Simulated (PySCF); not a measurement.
# CsO+: bond curves at several levels of theory

One job finds the state of CsO+, follows it along the bond with each method and fits the curves.

Method: Cs def2-SVP with ECP46, O def2-SVP, scalar-relativistic core potentials; program: PySCF 2.14.0.

## Step 1: Set-up

A driver script around PySCF takes these settings:

| Property | Result |
| --- | --- |
| atoms | Cs, O |
| charge | 1 |
| basis | Cs def2-SVP with ECP46, O def2-SVP |
| Hamiltonian | scalar-relativistic core potentials |
| basis functions | 38 |
| electrons treated | 16 |
| masses in u | 132.9054, 15.9949 |
| levels | PBE0, PBE, r²SCAN, PW91, TPSSh, LDA, LC-ωPBE, HF, MP2, SCS-MP2, CCSD, CCSD(T) |
| grid | 80 radial by 434 angular points |
| occupations | held fixed by the projection of orbital angular momentum |
| dissociation limit | Cs+ + O, each in its ground configuration |
| starting distance in angstrom | 2.905 |
| values of 2S to try | 0, 2 |

Started as:

```bash
$ OMP_NUM_THREADS=1 python dia.py task.json out
```

After this run come: PBE0 along the bond; Other states along the same grid; PBE; r²SCAN (meta-GGA); PW91 (GGA); TPSSh (hybrid meta-GGA); LDA; LC-ωPBE (range-separated hybrid); UHF; Correlated methods on the Hartree–Fock reference.

What does the calculation give? Wanted: for each run, Re; ωe; De; μ.

The runs gave:

Lowest PBE0 solution found, without spin–orbit coupling: ³Σ⁻ (triplet), unpaired electrons π ↑↑. State 2 has its PBE0 minimum 0.16 eV higher. State 3 has its PBE0 minimum 0.78 eV higher, as a spin-mixed determinant (⟨S²⟩ = 1.00), so this is no gap between pure states. State 4 has its PBE0 minimum 0.94 eV higher, as a spin-mixed determinant (⟨S²⟩ = 1.00), so this is no gap between pure states. The other levels ran on the lowest alone.

| level | Re (Å) | ωe (cm⁻¹) | De (eV) | μ (D) |
| --- | --- | --- | --- | --- |
| UHF | 3.462 | 91.9 | 0.143 | -1.43 |
| UHF-MP2 | 3.379 | 106.2 | 0.186 | n/a |
| UHF-SCS-MP2 | 3.387 | 105.5 | 0.184 | n/a |
| UHF-CCSD | 3.374 | 108.2 | 0.193 | n/a |
| UHF-CCSD(T) | 3.368 | 109.5 | 0.197 | n/a |
| LDA | 3.144 | 141.9 | 0.342 | -0.95 |
| PBE | 3.298 | 116.6 | 0.269 | -1.09 |
| PW91 | 3.287 | 117.9 | 0.280 | -1.08 |
| r²SCAN | 3.326 | 113.1 | 0.221 | -1.21 |
| TPSSh | 3.344 | 103.5 | 0.213 | -1.21 |
| PBE0 | 3.309 | 111.5 | 0.224 | -1.19 |
| LC-ωPBE | 3.312 | 111.2 | 0.217 | -1.22 |

De is counted to Cs+ + O in their ground configurations. A positive dipole points from Cs to O; in an ion it is taken about the centre of mass and does not tell which atom is negative.

In words: Bond lengths run from 3.144 Å (LDA) to 3.462 Å (UHF). CCSD(T) can't serve as the judge here: for a weak bond in this basis it is far from its limit. Among the levels with a De in the table, it runs from 0.143 eV (UHF) to 0.342 eV (LDA).

Correlated steps freeze 1 core orbital. These are scalar-relativistic numbers at best; spin–orbit coupling would shift them, the dissociation energy most. The bond is weak, and basis-set superposition, which was not computed, may be a sizeable part of it. With spin–orbit coupling the term label itself may not hold.
